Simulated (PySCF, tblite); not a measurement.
**C₆H₁₀GeS: geometry, infrared bands and NMR shifts**

Aim: predict the infrared bands and NMR shifts of C₆H₁₀GeS (`C#C[C@@]1([S][GeH3])C[C@H]1C`).

Programs: tblite 0.8.0 and PySCF 2.14.0, with density-fitted response routines of our own. Each step states its level of theory. These are calculated values for one molecule in the gas phase, unless marked as measured. Atoms count from 0, in the outputs and in this text.

## Step 1: Starting geometry

18 atoms, charge 0, multiplicity 1; geometry from: force field or distance geometry start.

Bonds of the start (Å): C0–C1 1.20, C1–C2 1.47, C2–S3 1.81, S3–Ge4 2.22, C2–C5 1.53, C5–C6 1.53, C6–C7 1.53, C6–C2 1.54, C0–H8 1.06, Ge4–H9 1.55, Ge4–H10 1.55, Ge4–H11 1.55, C5–H12 1.11, C5–H13 1.12, C6–H14 1.10, C7–H15 1.11, C7–H16 1.11, C7–H17 1.12.

## Step 2: Geometry optimisation with GFN2-xTB

The job: settings as JSON, then the geometry in Å.

```
{"job": {"kind": "relax", "xc": "GFN2-xTB", "basis": "xTB"}, "charge": 0, "multiplicity": 1}
C     -1.487800    -0.022800     2.467900
C     -0.763100    -0.346600     1.565300
C      0.156000    -0.757300     0.488800
S      1.892000    -1.073800     0.887000
Ge     2.396300     1.075700     1.102200
C     -0.464200    -1.756900    -0.494300
C     -0.153600    -0.329200    -0.955900
C     -1.371100     0.565200    -1.182100
H     -2.139500     0.268000     3.254100
H      1.546300     1.702500     2.236300
H      3.900600     1.225100     1.427000
H      2.083100     1.803200    -0.235800
H     -1.541800    -1.988300    -0.336100
H      0.249300    -2.512600    -0.902900
H      0.723000    -0.223400    -1.620200
H     -1.121500     1.608100    -0.910100
H     -2.260800     0.251400    -0.588100
H     -1.651800     0.517900    -2.261100
```

Started as:

```console
OMP_NUM_THREADS=1 python probes_run.py task.json out
```

The driver reads the jobs from task.json and runs them one after another.

The log of the run:

```text
step      E/eV     max force
  0    -626.77904    1.645
  1    -626.92344    1.916
  2    -626.94929    4.453
  3    -627.06273    0.802
  4    -627.07960    0.433
  5    -627.09485    0.320
  6    -627.10246    0.263
  7    -627.10635    0.151
  8    -627.10999    0.139
  9    -627.11283    0.157
 10    -627.11522    0.120
 11    -627.11693    0.107
 12    -627.11834    0.088
 13    -627.11971    0.097
 14    -627.12140    0.129
 15    -627.12345    0.113
 16    -627.12547    0.151
 17    -627.12698    0.126
 18    -627.12789    0.062
 19    -627.12850    0.055
 20    -627.12902    0.076
 21    -627.12955    0.094
 22    -627.13000    0.066
 23    -627.13028    0.041
 24    -627.13042    0.024
 25    -627.13051    0.030
 26    -627.13061    0.029
 27    -627.13073    0.037
 28    -627.13085    0.034
 29    -627.13096    0.033
 30    -627.13106    0.029
 31    -627.13117    0.025
 32    -627.13129    0.030
 33    -627.13141    0.031
 34    -627.13152    0.026
 35    -627.13162    0.027
 36    -627.13171    0.023
 37    -627.13179    0.021
 38    -627.13187    0.021
 39    -627.13193    0.018
 40    -627.13198    0.022
 41    -627.13205    0.022
 42    -627.13213    0.028
 43    -627.13222    0.027
 44    -627.13229    0.018
 45    -627.13234    0.015
 46    -627.13238    0.018
 47    -627.13243    0.021
 48    -627.13248    0.020
 49    -627.13252    0.014
 50    -627.13254    0.011
 51    -627.13255    0.011
 52    -627.13258    0.013
 53    -627.13260    0.015
 54    -627.13263    0.017
 55    -627.13266    0.019
 56    -627.13269    0.018
 57    -627.13272    0.016
 58    -627.13275    0.016
 59    -627.13278    0.016
 60    -627.13282    0.023
 61    -627.13287    0.025
 62    -627.13292    0.019
 63    -627.13297    0.015
 64    -627.13301    0.014
 65    -627.13304    0.016
 66    -627.13308    0.016
 67    -627.13312    0.014
 68    -627.13316    0.013
 69    -627.13318    0.013
 70    -627.13321    0.016
 71    -627.13324    0.016
 72    -627.13326    0.012
 73    -627.13327    0.008
```

Wall time 0.58 s (1 thread of Arm Neoverse V1, shared host); peak memory 0.18 GiB.

Relaxation path: (not every step is listed)

```tsv
step	energy from step 0 (eV)	largest force (eV/Å)
0	0.0000	1.6453
1	-0.1444	1.9158
2	-0.1703	4.4532
3	-0.2837	0.8019
4	-0.3006	0.4326
5	-0.3158	0.3203
6	-0.3234	0.2626
7	-0.3273	0.1511
8	-0.3310	0.1394
14	-0.3424	0.1286
20	-0.3500	0.0765
26	-0.3516	0.0291
32	-0.3523	0.0304
38	-0.3528	0.0210
44	-0.3533	0.0181
50	-0.3535	0.0110
56	-0.3537	0.0179
62	-0.3539	0.0190
68	-0.3541	0.0132
69	-0.3541	0.0128
70	-0.3542	0.0161
71	-0.3542	0.0161
72	-0.3542	0.0123
73	-0.3542	0.0083
```

Close pairs (by a distance rule), those that changed most:

```tsv
bond	before (Å)	after (Å)	change (Å)
C1–C2	1.474	1.422	-0.052
Ge4–H10	1.546	1.495	-0.051
Ge4–H11	1.555	1.505	-0.050
Ge4–H9	1.550	1.500	-0.050
C5–H13	1.117	1.079	-0.038
C5–C6	1.532	1.496	-0.036
C5–H12	1.113	1.080	-0.033
C2–C6	1.538	1.510	-0.028
```

The next job starts from the end point, and lists it.

## Step 3: Vibrational analysis with GFN2-xTB

The job: settings as JSON, then the geometry in Å.

```
{"job": {"kind": "ir", "xc": "GFN2-xTB", "basis": "xTB"}, "charge": 0, "multiplicity": 1}
C     -1.377103    -0.007074     2.489502
C     -0.740386    -0.376953     1.542636
C      0.076906    -0.803025     0.459436
S      1.833009    -1.016606     0.921734
Ge     2.355867     1.103291     1.147137
C     -0.465353    -1.781438    -0.550049
C     -0.221349    -0.361543    -0.953714
C     -1.372434     0.572240    -1.223947
H     -1.957524     0.302466     3.306539
H      1.540209     1.763567     2.219183
H      3.807192     1.173623     1.499561
H      2.123153     1.852769    -0.137442
H     -1.486248    -2.109390    -0.417527
H      0.206404    -2.547620    -0.905447
H      0.649425    -0.183871    -1.576726
H     -1.070429     1.605626    -1.057271
H     -2.208125     0.348734    -0.564861
H     -1.701975     0.471522    -2.256958
```

The log of the run:

```text
mode    cm-1     km/mol
  1      34.8      0.89
  2      74.4      0.25
  3      98.0      0.10
  4     120.5      0.03
  5     138.8      0.65
  6     165.1      0.03
  7     199.5      0.90
  8     234.5      0.65
  9     312.5      1.96
 10     386.0     12.64
 11     419.4     10.15
 12     432.8      6.19
 13     476.4      6.23
 14     495.5     59.66
 15     513.4     41.80
 16     565.2      7.61
 17     653.5     12.11
 18     663.7     23.32
 19     750.1    544.00
 20     820.7    122.57
 21     830.9      0.60
 22     847.6    131.18
 23     857.5     11.90
 24     897.1      7.58
 25     958.9      5.12
 26    1003.2      2.17
 27    1050.9      2.22
 28    1069.6      5.38
 29    1109.1      9.65
 30    1145.0      5.69
 31    1174.4      1.73
 32    1285.6      1.61
 33    1386.1      1.42
 34    1413.4      4.23
 35    1455.7      6.03
 36    1486.7      2.13
 37    1492.5      2.57
 38    1923.0    122.53
 39    2001.5    395.32
 40    2057.2    405.96
 41    2264.8     10.39
 42    3012.4     27.84
 43    3018.5     21.47
 44    3023.5     26.72
 45    3043.6     23.67
 46    3083.6     14.50
 47    3104.5     16.60
 48    3395.3      7.45
```

It took 0.77 s on 1 thread of Arm Neoverse V1, shared host; peak memory 0.18 GiB.

Which atoms move in the most intense modes:

```tsv
cm⁻¹	km/mol	atoms
496	59.7	H9 46 %, H11 38 %
513	41.8	H10 35 %, H11 16 %, H9 12 %
750	544.0	H10 36 %, H9 31 %, H11 30 %
821	122.6	H10 54 %, H11 23 %, H9 18 %
848	131.2	H9 42 %, H11 40 %
1923	122.5	H11 64 %, H9 22 %, H10 14 %
2002	395.3	H9 63 %, H11 31 %
2057	406.0	H10 81 %, H9 14 %
```

## Step 4: NMR shieldings: PBE0/pcSseg-1

Settings changed since step 3:

```diff
@@ -1,2 +1,2 @@
-{"job": {"kind": "ir", "xc": "GFN2-xTB", "basis": "xTB"}, "charge": 0, "multiplicity": 1}
+{"job": {"kind": "nmr", "xc": "PBE0", "basis": "pcSseg-1"}, "charge": 0, "multiplicity": 1}
 C     -1.377103    -0.007074     2.489502
```

With the program's defaults for keys left out, this is: GIAO PBE0/pcSseg-1 NMR shielding, non-relativistic, gas phase.

The log of the run:

```text
coarse grid: 69536 points
cycle   1  E = -2708.7249698642  dE =  4.572e-01  |g| = 9.313e-01  |ddm| = 4.207e+00
cycle   2  E = -2708.7110174955  dE =  1.395e-02  |g| = 9.340e-01  |ddm| = 1.219e+00
cycle   3  E = -2708.8069111160  dE = -9.589e-02  |g| = 9.810e-02  |ddm| = 6.784e-01
cycle   4  E = -2708.8075595912  dE = -6.485e-04  |g| = 6.426e-02  |ddm| = 1.457e-01
cycle   5  E = -2708.8085240919  dE = -9.645e-04  |g| = 1.729e-02  |ddm| = 6.988e-02
cycle   6  E = -2708.8085953882  dE = -7.130e-05  |g| = 3.238e-03  |ddm| = 1.977e-02
cycle   7  E = -2708.8085980928  dE = -2.705e-06  |g| = 9.904e-04  |ddm| = 5.257e-03
final grid: 145752 points
cycle   8  E = -2708.8085591300  dE = -2.638e-08  |g| = 1.255e-03  |ddm| = 5.346e-03
cycle   9  E = -2708.8085587359  dE =  3.941e-07  |g| = 1.750e-03  |ddm| = 3.519e-03
cycle  10  E = -2708.8085595153  dE = -7.794e-07  |g| = 3.631e-04  |ddm| = 1.965e-03
cycle  11  E = -2708.8085595471  dE = -3.172e-08  |g| = 4.110e-05  |ddm| = 3.487e-04
cycle  12  E = -2708.8085595475  dE = -4.393e-10  |g| = 1.044e-05  |ddm| = 6.513e-05
converged SCF energy = -2708.8085595475

GIAO shielding tensors (ppm)
atom      isotropic    diamagn.    paramagn.     s11        s22        s33       span
  0 C      108.962     260.226    -151.264     40.612     43.580    242.695    202.083
  1 C       98.195     253.012    -154.817     -3.437      0.927    297.094    300.531
  2 C      164.203     252.375     -88.172    137.235    145.525    209.849     72.613
  3 S      550.194    1056.200    -506.007    267.711    481.321    901.549    633.838
  4 Ge    1509.178    2756.500   -1247.322   1381.932   1479.934   1665.669    283.737
  5 C      157.469     254.042     -96.573    126.530    157.935    187.943     61.413
  6 C      156.451     248.868     -92.417    112.133    163.962    193.259     81.126
  7 C      167.757     245.436     -77.679    153.967    161.733    187.571     33.604
  8 H       29.940      34.852      -4.913     24.419     24.762     40.638     16.219
  9 H       26.942      29.258      -2.316     19.766     23.371     37.689     17.923
 10 H       27.566      28.441      -0.875     20.570     21.654     40.474     19.904
 11 H       27.269      29.708      -2.439     19.892     23.747     38.168     18.276
 12 H       30.946      31.728      -0.782     25.389     28.241     39.207     13.818
 13 H       30.440      31.682      -1.242     24.256     28.405     38.659     14.403
 14 H       30.393      31.943      -1.549     24.388     29.758     37.034     12.646
 15 H       30.016      30.043      -0.028     24.686     28.931     36.430     11.744
 16 H       30.951      29.947       1.004     25.969     30.079     36.805     10.836
 17 H       30.135      27.928       2.207     25.164     26.865     38.377     13.212
```

It took 57 s on 1 thread of Arm Neoverse V1, shared host; peak memory 0.94 GiB.

Shifts follow as δ = σ(reference) − σ, with reference shieldings (ppm) from runs at the same level and on the same kind of geometry: 1H TMS 31.72, 13C TMS 186.9, 33S CS2 504, 73Ge GeMe4 1331. The references are single molecules in the gas phase. Atoms listed in one row are averaged.

```tsv
atoms	environment	σ (ppm)	δ (ppm)
C1	alkyne carbon	98.2	88.7
C0	terminal alkyne carbon	109.0	78.0
C6	three-membered-ring carbon	156.5	30.5
C5	three-membered-ring carbon	157.5	29.5
C2	three-membered-ring carbon	164.2	22.7
C7	methyl carbon	167.8	19.2
H9, H10, H11	hydrogen on a germanium bonded to S	27.26	4.46
H8	hydrogen on a terminal alkyne carbon	29.94	1.78
H15, H16, H17	hydrogen on a methyl carbon	30.37	1.35
H14	hydrogen on a three-membered-ring carbon	30.39	1.32
H13	hydrogen on a three-membered-ring carbon	30.44	1.28
H12	hydrogen on a three-membered-ring carbon	30.95	0.77
S3	sulfur bonded to C, Ge	550	-46
Ge4	germanium bonded to S, 3 H	1509	-178
```

The run also stored atomic charges by several schemes (e):

```tsv
atoms	Mulliken	IAO	Hirshfeld	ESP fit
C0	-0.39	-0.25	-0.11	-0.40
C1	0.54	-0.04	-0.04	-0.09
C2	-0.66	-0.09	0.00	0.30
S3	-0.08	-0.14	-0.07	-0.26
Ge4	0.19	0.44	0.28	0.20
C5	-0.04	-0.27	-0.08	-0.45
C6	-0.22	-0.11	-0.03	0.14
C7	-0.17	-0.42	-0.11	-0.38
```

Mayer bond orders: C0–C1 2.40, C1–C2 0.91, C2–S3 1.11, S3–Ge4 0.98, C2–C5 0.92, C5–C6 0.94, C6–C7 1.05, C6–C2 0.85.

Ring of atoms C2, C5, C6: NICS(0) -44.1, NICS(1) -8.5, NICS(1)zz -20.5 ppm (means of both faces).

In rings of three or four atoms NICS is ruled by the nearby σ bonds, so it says little on aromaticity.

Orbitals, density, ELF and potential are computed afterwards from the orbital file.

Frontier orbitals at PBE0/pcSseg-1, with the share of their density that lies nearest to each atom:

```tsv
orbital	energy (eV)	lies on
HOMO	-6.90	S3 69 %
LUMO	0.05	S3 34 %; C0, C2 about 13 % each; C1 10 %
```

ELF in a plane through or near 6 of the atoms.

Ten even steps from '0' (0.00) to '9' (1.00):
```
0000000000000000000000000000
0000000000000000000000000000
0000000000000210000000000000
0000000000019996000000000000
0000000000029997100000000000
0000000000246236420000000000
0000000000157358530000000000
0000004870027547400000000000
0000014884004675000000000000
0000223222202552000000000000
0006996453212686530000000000
0019999231310262351000000000
0007999434200699630000000000
0000342011000799500000000000
0000000000000188100000000000
0000000000000000000000000000
0000000000000000000000000000
0000000000000000000000000000
0000000000000000000000000000
0000000000000000000000000000
```
The map spans 13.3 Å across and 12.5 Å up, centred on the molecule. Atoms in the plane (x, y in Å): C0 (-0.1, 2.7), Ge4 (-2.7, -0.5), C6 (0.9, -0.9), H8 (-0.1, 3.7), H10 (-4.1, -1.0), H14 (0.5, -1.9).

On the surface of density 0.002 e/bohr³ the electrostatic potential runs, from the 1st to the 99th percentile, from -1.03 V near S3 to 1.28 V near H8.

## Step 5: Summary of results

| quantity | value |
| --- | --- |
| strongest single infrared mode (GFN2-xTB) | 750 cm⁻¹, 544 km/mol |
| zero-point energy (GFN2-xTB) | 81.4 kcal/mol |
| 13C shifts against TMS (PBE0/pcSseg-1) | 88.7, 78.0, 30.5, 29.5, 22.7, 19.2 ppm |
| 1H shifts against TMS (PBE0/pcSseg-1, means over atoms taken as alike) | 4.46, 1.78, 1.35, 1.32, 1.28, 0.77 ppm |
| 33S shifts against CS2 (PBE0/pcSseg-1) | -46 ppm |
| 73Ge shifts against GeMe4 (PBE0/pcSseg-1) | -178 ppm |
| surface potential, 1st and 99th percentile | -1.03 V and 1.28 V |

**Reading.** Relaxing lowered the energy by 0.354 eV in 73 steps; the close pair that moved most is C1–C2, from 1.474 to 1.422 Å. No mode is imaginary among the 48: a minimum at this level. The strongest single mode, at 750 cm⁻¹, has its largest shares on H10, H9 and H11 (the list is cut at 3 atoms). Unscaled tight-binding wavenumbers are off by several per cent, some by more. Its intensities can rank the bands wrongly. At PBE0/pcSseg-1: Shielding is most anisotropic at S3 (span 634 ppm, paramagnetic term -506 ppm). Spin-orbit coupling is left out, which matters for shieldings and couplings at and beside the heavy atoms.
